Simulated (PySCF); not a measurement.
**The bond of TlGe+, level by level**

The task here is to estimate one member of a computed series from the others.

The runs use PySCF 2.14.0; Tl def2-SVP with ECP60, Ge def2-SVP, scalar-relativistic core potentials.

The first run:

Settings of the job:

```json
{"atoms": "Tl, Ge", "charge": "1", "basis": "Tl def2-SVP with ECP60, Ge def2-SVP", "Hamiltonian": "scalar-relativistic core potentials", "basis functions": "58", "electrons treated": "52", "masses in u": "204.9744, 73.9212", "levels": "PBE0, PBE, r²SCAN, MN15, M06-2X, BP86, LC-ωPBE, HF, MP2, SCS-MP2, CCSD, CCSD(T)", "grid": "80 radial by 434 angular points", "occupations": "held fixed by the projection of orbital angular momentum", "dissociation limit": "Tl+ + Ge, each in its ground configuration", "starting distance in angstrom": "2.690", "values of 2S to try": "0, 2"}
```

The run is started by

```sh
> OMP_NUM_THREADS=1 python dia.py task.json out
```

Steps of the session up to this table: Input; PBE0 along the bond; Higher solutions at PBE0; PBE (GGA); r²SCAN (meta-GGA); MN15; M06-2X (hybrid meta-GGA); BP86; LC-ωPBE (range-separated hybrid); UHF; MP2 and coupled cluster.

One table of the session follows, with a row left open; its other results are not shown here.

Energy (eV) from each level's lowest point:

```
R (Å)    UHF  UHF-MP2  UHF-SCS-MP2  UHF-CCSD  UHF-CCSD(T)
2.788  0.426    0.270        0.309       n/a          n/a
2.918  0.246    0.131        0.159     0.148        0.135
3.047  0.131    0.051        0.070     0.062        0.053
3.145  0.074    0.019        0.030     0.025        0.020
3.242  0.036    0.003        0.009     0.006        0.003
3.339  0.013    0.000        0.000     0.000        0.000
3.469      ?        ?            ?         ?            ?
3.631  0.002    0.038        0.024     0.031        0.037
3.826  0.021    0.083        0.062     0.073        0.082
4.085  0.061    0.150        0.121       n/a          n/a
```

Q: Estimate the row for R (Å) = 3.469 from the others.

Worked estimate for «UHF». A straight line through the neighbours (3.339, 0.013) and (3.631, 0.002) gives 0.013 + (0.002 − 0.013) × (3.469 − 3.339) / (3.631 − 3.339) = 0.008; a parabola fitted to 4 rows on both sides gives 0.002.

**Answer.** UHF: 0.000; UHF-MP2: 0.010; UHF-SCS-MP2: 0.004; UHF-CCSD: 0.007; UHF-CCSD(T): 0.010. In «UHF» the line misses by +0.008 and the parabola by +0.002.
